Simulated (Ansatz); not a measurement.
# C2H5NSSi: one species, many methods

An exercise on one series of results from a longer session: the logs are not shown, and one member is left open.

Computed with Ansatz 0.2.0, Gaussian basis. Level: functionals in def2-TZVPP, the program's frozen cores in correlated methods.

The runs, in order: PBE-D4, r2SCAN-D4, PBE0-D4, B3LYP-D4, ωB97X-V, ωB97M-V, B2PLYP; CCSD(T)/def2-TZVPP; MP2/def2-QZVPP; extrapolation to the limit.

### The geometry

An earlier PBE0-D4 in a triple-zeta def2 set relaxation fixed the geometry.

10 atoms, charge 0, spin multiplicity 1.

Atoms are counted from 1 here; the program's logs count them from 0.

Bond lengths: C1–Si2 1.854 Å, C1–H6 1.093 Å, C1–H7 1.092 Å, C1–H8 1.091 Å, Si2–S3 2.183 Å, Si2–H9 1.484 Å, Si2–H10 1.482 Å, S3–C4 1.682 Å, C4–N5 1.156 Å. Angles: Si2–C1–H6 109.8°, Si2–C1–H7 110.2°, Si2–C1–H8 111.0°, H6–C1–H7 108.3°, H6–C1–H8 108.7°, H7–C1–H8 108.7°, C1–Si2–S3 110.6°, C1–Si2–H9 113.6°, C1–Si2–H10 112.4°, S3–Si2–H9 101.3°, S3–Si2–H10 107.7°, H9–Si2–H10 110.5°, Si2–S3–C4 95.6°, S3–C4–N5 179.5°.

The first run:

The input, in.yaml:

```yaml
crystal:
  periodic: [false, false, false]
  atoms:
    - {symbol: C, position_ang: [-1.189112, -0.260409, 0.536495]}
    - {symbol: Si, position_ang: [0.648229, -0.195746, 0.776457]}
    - {symbol: S, position_ang: [1.682200, -0.638241, -1.094323]}
    - {symbol: C, position_ang: [0.936924, 0.577449, -1.985613]}
    - {symbol: N, position_ang: [0.421488, 1.406231, -2.604910]}
    - {symbol: H, position_ang: [-1.694839, -0.025518, 1.476987]}
    - {symbol: H, position_ang: [-1.498137, 0.472247, -0.212140]}
    - {symbol: H, position_ang: [-1.505660, -1.251631, 0.207425]}
    - {symbol: H, position_ang: [1.170901, -1.267658, 1.659358]}
    - {symbol: H, position_ang: [1.111205, 1.132077, 1.243162]}
basis:
  gaussian: {orbitals: def2-TZVPP}
hamiltonian: {xc: pbe, dispersion: d4}
output: {forces: true, orbitals: {seedname: orbitals}}
```

Launch:

```console
$ ansatz run in.yaml --threads 4 --pin off --events-out ev --progress --plain --max-ram 10444MiB
```

Steps of the session up to this table: PBE-D4 (GGA); r2SCAN-D4 (meta-GGA); PBE0-D4 (hybrid); B3LYP-D4 (hybrid); ωB97X-V (range-separated); ωB97M-V (range-separated); B2PLYP (double hybrid); CCSD(T) in def2-TZVPP; MP2 in def2-QZVPP.

One of the session's tables, all rows but one given; the rest of the session is left out.

| method | atomisation energy (eV) |
| --- | --- |
| PBE-D4 | 40.230 |
| r2SCAN-D4 | 39.267 |
| PBE0-D4 | 39.316 |
| B3LYP-D4 | 39.246 |
| ωB97X-V | 39.410 |
| ωB97M-V | 39.414 |
| B2PLYP | 38.832 |
| HF/def2-TZVPP | 27.600 |
| MP2/def2-TZVPP | ? |
| CCSD/def2-TZVPP | 37.248 |
| CCSD(T)/def2-TZVPP | 38.011 |
| MP2/CBS | 39.968 |
| CCSD(T)/CBS | 39.148 |

**Question.** Estimate the row for MP2/def2-TZVPP.

The run gave: atomisation energy (eV): 38.831. In the column «atomisation energy (eV)» it lies between CCSD(T)/def2-TZVPP (38.011) and B2PLYP (38.832).

To keep in mind: Free atoms (2 C, 1 Si, 1 S, 1 N, 5 H) were run apart at each level; the atomisation energy is their sum less the molecule, without zero-point or spin-orbit terms.
